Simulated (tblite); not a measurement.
# C5H12AlNO: the cost of one run

The runs use tblite 0.8.0 and PySCF 2.14.0, with density-fitted response routines of our own; the level of theory stands in each step. All values are computed, except where a source is named. Atoms count from 0, in the outputs and in this text.

## 1. The starting structure

20 atoms, charge 0, multiplicity 1; geometry from: force field or distance geometry start.

Bonds of the start (Å): C0–N1 1.29, N1–C2 1.39, C2–C3 1.53, C3–C4 1.51, C4–C5 1.54, C5–O6 1.37, O6–Al7 1.78, O6–C2 1.39, C0–H8 1.08, C0–H9 1.09, C2–H10 1.10, C3–H11 1.09, C3–H12 1.12, C4–H13 1.11, C4–H14 1.10, C5–H15 1.11, C5–H16 1.09, Al7–H17 1.59, Al7–H18 1.61, Al7–H19 1.61.

## 2. Geometry optimisation with GFN2-xTB

What the job is given:

```
{"job": {"kind": "relax", "xc": "GFN2-xTB", "basis": "xTB"}, "charge": 0, "multiplicity": 1}
C      2.192700    -1.786000    -0.015900
N      1.121600    -1.243400     0.459100
C      0.451900    -0.303200    -0.323000
C      1.154300     1.052000    -0.414200
C     -0.004500     1.982700    -0.707300
C     -1.179200     0.996800    -0.782900
O     -0.760000     0.127500     0.193300
Al    -1.917500    -1.108800     0.745000
H      2.587600    -1.554200    -0.994200
H      2.684700    -2.513100     0.629200
H      0.381300    -0.686100    -1.347700
H      1.944800     1.054500    -1.163500
H      1.580600     1.261300     0.600700
H     -0.212300     2.631700     0.172200
H      0.141300     2.548500    -1.645000
H     -1.096300     0.468300    -1.751500
H     -2.141800     1.483200    -0.621100
H     -1.731400    -2.579100     0.156500
H     -3.421700    -0.568300     0.521000
H     -1.781400    -1.253700     2.344200
```

Run with:

```console
$ OMP_NUM_THREADS=1 python probes_run.py task.json out
```

The driver reads the jobs from task.json and runs them one after another.

Q: Estimate the wall time and peak memory of this first job on 1 thread of Arm Neoverse N1, shared host.

About 1.7 s, with a peak of 0.18 GiB.
